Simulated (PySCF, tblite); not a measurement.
# C₂H₅F₃P₂Si: dynamics, then NMR shifts on frames, part 1 of 2

Aim: move C₂H₅F₃P₂Si (`FC(F)(F)/P=P/C[SiH3]`) away from its starting geometry and see how NMR shifts follow the geometry.

Computed with tblite 0.8.0 and PySCF 2.14.0, with density-fitted response routines of our own, on a single molecule in the gas phase. Atoms are numbered from 0 throughout.

## (1) Starting geometry

13 atoms, charge 0, multiplicity 1; geometry from: GFN2-xTB.

Bonds of the start (Å): F0–C1 1.34, C1–F2 1.35, C1–F3 1.34, C1–P4 1.88, P4–P5 2.03, P5–C6 1.84, C6–Si7 1.92, C6–H8 1.09, C6–H9 1.09, Si7–H10 1.46, Si7–H11 1.46, Si7–H12 1.46.

## (2) Dynamics with GFN2-xTB

What the job is given:

```
{"job": {"kind": "md", "xc": "GFN2-xTB", "basis": "xTB", "temperature": 300, "steps": 2000, "every": 50, "frames": 5}, "charge": 0, "multiplicity": 1}
F      3.869892    -1.251348     0.380576
C      2.932919    -0.303261     0.233908
F      3.260838     0.388814    -0.871984
F      3.082633     0.542802     1.266214
P      1.224963    -1.079936     0.075375
P      0.246545     0.500996     0.894445
C     -1.493418    -0.068607     0.724289
Si    -2.239542     0.422129    -0.977673
H     -2.076768     0.404019     1.514987
H     -1.565730    -1.147429     0.850574
H     -2.077539     1.864511    -1.160430
H     -3.654347     0.051522    -0.942290
H     -1.514833    -0.323725    -2.005718
```

Level: GFN2-xTB Langevin dynamics, gas phase.

Launch:

```console
OMP_NUM_THREADS=1 python probes_run.py task.json out
```

This one command runs all jobs of the session in turn.

The log of the run:

```text
t/fs     T/K      E/eV
    0.0   250.0   -756.02252
   25.0   168.7   -755.78400
   50.0   314.8   -755.73013
   75.0   261.4   -755.65520
  100.0   220.7   -755.60207
  125.0   203.8   -755.40859
  150.0   291.6   -755.44581
  175.0   390.2   -755.46865
  200.0   468.0   -755.66672
  225.0   356.6   -755.53100
  250.0   275.0   -755.29396
  275.0   448.8   -755.62552
  300.0   379.9   -755.59175
  325.0   294.6   -755.51750
  350.0   368.1   -755.65843
  375.0   354.6   -755.47611
  400.0   256.7   -755.35502
  425.0   372.6   -755.52219
  450.0   401.2   -755.54133
  475.0   347.6   -755.54679
  500.0   290.0   -755.46115
  525.0   264.0   -755.58096
  550.0   337.7   -755.64598
  575.0   317.1   -755.60628
  600.0   334.5   -755.55475
  625.0   293.3   -755.33777
  650.0   333.4   -755.49786
  675.0   293.8   -755.49612
  700.0   362.9   -755.57473
  725.0   349.4   -755.47687
  750.0   330.0   -755.50793
  775.0   404.4   -755.53730
  800.0   285.5   -755.38031
  825.0   384.6   -755.64356
  850.0   286.5   -755.45559
  875.0   348.3   -755.51594
  900.0   283.5   -755.49620
  925.0   230.0   -755.57656
  950.0   312.8   -755.56714
  975.0   236.0   -755.58612
 1000.0   382.7   -755.74046
```

Run time: 13 s. Hardware: 1 thread of Arm Neoverse V2, shared host; peak memory 0.18 GiB.

Distance from the start (root mean square after alignment): 0 fs 0.00 Å, 200 fs 0.24 Å, 400 fs 0.30 Å, 600 fs 0.29 Å, 800 fs 0.36 Å, 1000 fs 0.43 Å.

Positions (Å) and forces (eV/Å) at 1000 fs:

```xyz
13

F     3.244   -1.696    0.844   -0.111    0.200   -0.327
C     2.186   -0.890    0.743   -1.126   -0.080    1.010
F     2.445    0.159   -0.018    0.481    0.061   -0.849
F     2.044   -0.308    1.981   -0.106   -0.610   -0.170
P     0.554   -1.811    0.142    0.762    0.631    0.415
P    -0.655   -0.403    0.983   -0.318   -0.334   -0.478
C    -2.341   -1.074    0.500    0.273   -0.653   -0.041
Si   -3.399   -0.008   -0.705    0.524   -0.342   -0.199
H    -2.796   -1.182    1.487   -0.386   -0.065   -0.200
H    -2.291   -2.086    0.030    0.238    0.599    0.494
H    -3.991    1.058    0.039   -0.330    0.553    0.379
H    -4.460   -0.805   -1.359    0.338    0.085    0.132
H    -2.364    0.526   -1.603   -0.239   -0.043   -0.167
```

## (3) NMR shieldings: 250 fs, PBE0/pcSseg-1

What the job is given:

```
{"job": {"kind": "nmr", "xc": "PBE0", "basis": "pcSseg-1", "pop": false}, "charge": 0, "multiplicity": 1}
F      3.929800    -1.199500     0.812800
C      2.769900    -0.428500     0.460000
F      2.930000    -0.012400    -0.801900
F      2.984000     0.676400     1.160800
P      1.090700    -1.265100     0.472800
P     -0.022300     0.445200     0.553700
C     -1.683300    -0.319600     0.574200
Si    -2.805100    -0.092800    -1.028500
H     -2.292500     0.121300     1.476500
H     -1.563800    -1.341100     0.908800
H     -2.187100     1.276100    -1.325700
H     -4.240300     0.004200    -0.895800
H     -2.604700    -0.965300    -2.156500
```

Level: GIAO PBE0/pcSseg-1 NMR shielding, non-relativistic, gas phase.

The log of the run:

```text
coarse grid: 13408 points
cycle   1  E = -1349.8560367340  dE =  8.255e-01  |g| = 9.114e-01  |ddm| = 3.379e+00
cycle   2  E = -1349.6246045045  dE =  2.314e-01  |g| = 1.517e+00  |ddm| = 1.190e+00
cycle   3  E = -1349.9987212914  dE = -3.741e-01  |g| = 1.162e-01  |ddm| = 8.325e-01
cycle   4  E = -1349.9991515995  dE = -4.303e-04  |g| = 1.058e-01  |ddm| = 2.736e-01
cycle   5  E = -1350.0029586934  dE = -3.807e-03  |g| = 2.229e-02  |ddm| = 1.560e-01
cycle   6  E = -1350.0030773348  dE = -1.186e-04  |g| = 7.092e-03  |ddm| = 2.831e-02
cycle   7  E = -1350.0030855276  dE = -8.193e-06  |g| = 1.153e-03  |ddm| = 5.320e-03
final grid: 119872 points
cycle   8  E = -1350.0702787117  dE = -3.699e-05  |g| = 6.480e-03  |ddm| = 1.819e-02
cycle   9  E = -1350.0702688250  dE =  9.887e-06  |g| = 9.536e-03  |ddm| = 1.167e-02
cycle  10  E = -1350.0702874768  dE = -1.865e-05  |g| = 9.987e-04  |ddm| = 7.221e-03
cycle  11  E = -1350.0702876420  dE = -1.652e-07  |g| = 6.709e-04  |ddm| = 2.086e-03
cycle  12  E = -1350.0702877938  dE = -1.518e-07  |g| = 1.429e-04  |ddm| = 9.653e-04
cycle  13  E = -1350.0702877985  dE = -4.703e-09  |g| = 3.761e-05  |ddm| = 1.709e-04
cycle  14  E = -1350.0702877988  dE = -2.665e-10  |g| = 1.207e-05  |ddm| = 3.308e-05
converged SCF energy = -1350.0702877988

GIAO shielding tensors (ppm)
atom      isotropic    diamagn.    paramagn.     s11        s22        s33       span
  0 F      186.096     470.701    -284.605     66.614    135.843    355.831    289.217
  1 C       37.184     251.147    -213.963     17.566     39.310     54.677     37.111
  2 F      192.765     477.630    -284.865     94.167    206.997    277.130    182.963
  3 F      217.832     475.414    -257.582    145.471    205.680    302.345    156.874
  4 P     -263.326     966.988   -1230.314  -1225.976    117.071    318.927   1544.903
  5 P     -398.985     967.516   -1366.501  -1492.971   -133.291    429.307   1922.278
  6 C      162.096     258.645     -96.549    128.829    176.546    180.913     52.084
  7 Si     428.895     878.439    -449.543    349.022    455.581    482.082    133.060
  8 H       27.666      28.066      -0.400     23.104     25.407     34.487     11.383
  9 H       28.542      32.171      -3.629     23.784     28.414     33.427      9.643
 10 H       26.554      27.706      -1.152     23.104     25.775     30.784      7.680
 11 H       27.539      27.912      -0.373     23.899     25.191     33.527      9.628
 12 H       27.991      28.721      -0.730     24.325     26.462     33.186      8.861
```

It took 22 s on 1 thread of Arm Neoverse V2, shared host; peak memory 0.81 GiB.

The references, computed at this level on geometries of the same kind, shield at (ppm): ¹H TMS 31.72, ¹³C TMS 186.9, ²⁹Si TMS 349.2, ¹⁹F CFCl3 170.9, ³¹P H3PO4 318.4. Their shielding less the atom's gives the shift. The references are single molecules in the gas phase, so shifts against H2O, NH3, PH3, H3PO4 or CFCl3 are not on the usual liquid scales and can be off by tens of ppm. Each atom is listed at this fixed geometry, with no averaging over motion; a spectrum would average atoms that exchange fast.

| atoms | environment | σ (ppm) | δ (ppm) |
| --- | --- | --- | --- |
| C1 | CF3 carbon | 37.2 | 149.7 |
| C6 | sp3 CH2 bonded to P and Si | 162.1 | 24.8 |
| H10 | hydrogen on a silicon bonded to C | 26.55 | 5.16 |
| H11 | hydrogen on a silicon bonded to C | 27.54 | 4.18 |
| H8 | hydrogen on an sp3 CH2 bonded to P and Si | 27.67 | 4.05 |
| H12 | hydrogen on a silicon bonded to C | 27.99 | 3.73 |
| H9 | hydrogen on an sp3 CH2 bonded to P and Si | 28.54 | 3.18 |
| F0 | fluorine of a CF3 group | 186.1 | -15.2 |
| F2 | fluorine of a CF3 group | 192.8 | -21.8 |
| F3 | fluorine of a CF3 group | 217.8 | -46.9 |
| P5 | phosphorus bonded to C, P | -399.0 | 717.4 |
| P4 | phosphorus bonded to C, P | -263.3 | 581.7 |
| Si7 | silicon bonded to C, 3 H | 428.9 | -79.7 |

## (4) NMR shieldings: 425 fs, PBE0/pcSseg-1

What the job is given:

```
{"job": {"kind": "nmr", "xc": "PBE0", "basis": "pcSseg-1", "pop": false}, "charge": 0, "multiplicity": 1}
F      3.544500    -1.399400     0.932400
C      2.489900    -0.575000     0.781600
F      2.812700     0.150100    -0.298800
F      2.505700     0.329800     1.857000
P      0.752100    -1.435700     0.713500
P     -0.425900     0.233800     0.754800
C     -2.035000    -0.740100     0.682000
Si    -2.728600    -0.658600    -1.161500
H     -2.661300    -0.159200     1.308300
H     -1.865400    -1.766900     0.963500
H     -3.160900     0.834800    -1.174800
H     -3.683400    -1.658200    -1.403400
H     -1.429200    -0.901600    -1.943000
```

Method: GIAO PBE0/pcSseg-1 NMR shielding, non-relativistic, gas phase.

The log of the run:

```text
coarse grid: 13408 points
cycle   1  E = -1349.8624231630  dE =  7.650e-01  |g| = 9.176e-01  |ddm| = 3.364e+00
cycle   2  E = -1349.6280464473  dE =  2.344e-01  |g| = 1.513e+00  |ddm| = 1.211e+00
cycle   3  E = -1350.0087667111  dE = -3.807e-01  |g| = 1.094e-01  |ddm| = 8.528e-01
cycle   4  E = -1350.0084739536  dE =  2.928e-04  |g| = 1.106e-01  |ddm| = 2.831e-01
cycle   5  E = -1350.0128192592  dE = -4.345e-03  |g| = 1.790e-02  |ddm| = 1.623e-01
cycle   6  E = -1350.0129107826  dE = -9.152e-05  |g| = 4.904e-03  |ddm| = 2.830e-02
cycle   7  E = -1350.0129147471  dE = -3.964e-06  |g| = 1.267e-03  |ddm| = 4.037e-03
final grid: 119872 points
cycle   8  E = -1350.0803907855  dE = -3.947e-05  |g| = 6.951e-03  |ddm| = 1.978e-02
cycle   9  E = -1350.0803803363  dE =  1.045e-05  |g| = 1.011e-02  |ddm| = 1.176e-02
cycle  10  E = -1350.0804007995  dE = -2.046e-05  |g| = 7.550e-04  |ddm| = 7.117e-03
cycle  11  E = -1350.0804008145  dE = -1.497e-08  |g| = 6.792e-04  |ddm| = 1.766e-03
cycle  12  E = -1350.0804009713  dE = -1.568e-07  |g| = 1.519e-04  |ddm| = 1.007e-03
cycle  13  E = -1350.0804009770  dE = -5.723e-09  |g| = 3.818e-05  |ddm| = 1.888e-04
cycle  14  E = -1350.0804009773  dE = -2.713e-10  |g| = 1.134e-05  |ddm| = 3.317e-05
converged SCF energy = -1350.0804009773

GIAO shielding tensors (ppm)
atom      isotropic    diamagn.    paramagn.     s11        s22        s33       span
  0 F      230.164     469.124    -238.960    154.526    213.073    322.892    168.366
  1 C       37.718     250.547    -212.829     28.736     39.466     44.952     16.215
  2 F      211.015     476.842    -265.827    137.729    194.563    300.753    163.024
  3 F      182.671     477.323    -294.652     90.064    131.715    326.235    236.171
  4 P     -290.462     967.157   -1257.619  -1196.218     60.652    264.182   1460.400
  5 P     -413.862     968.770   -1382.633  -1486.974   -241.157    486.545   1973.519
  6 C      154.986     261.244    -106.258    113.097    166.798    185.063     71.966
  7 Si     401.514     879.468    -477.955    344.235    425.096    435.210     90.974
  8 H       29.013      32.411      -3.399     25.660     27.166     34.212      8.552
  9 H       28.276      32.577      -4.301     24.150     27.767     32.913      8.763
 10 H       25.841      27.722      -1.881     22.720     24.417     30.387      7.667
 11 H       27.644      29.193      -1.548     24.461     25.164     33.308      8.847
 12 H       27.111      28.186      -1.075     23.437     27.611     30.285      6.848
```

Wall time 21 s (1 thread of Arm Neoverse V2, shared host); peak memory 0.88 GiB.

Key values: δ C1 149.2, C6 31.9, F3 -11.7, F2 -40.1, H10 5.88, H12 4.61 ppm.

(Continued in part 2 of 2.)
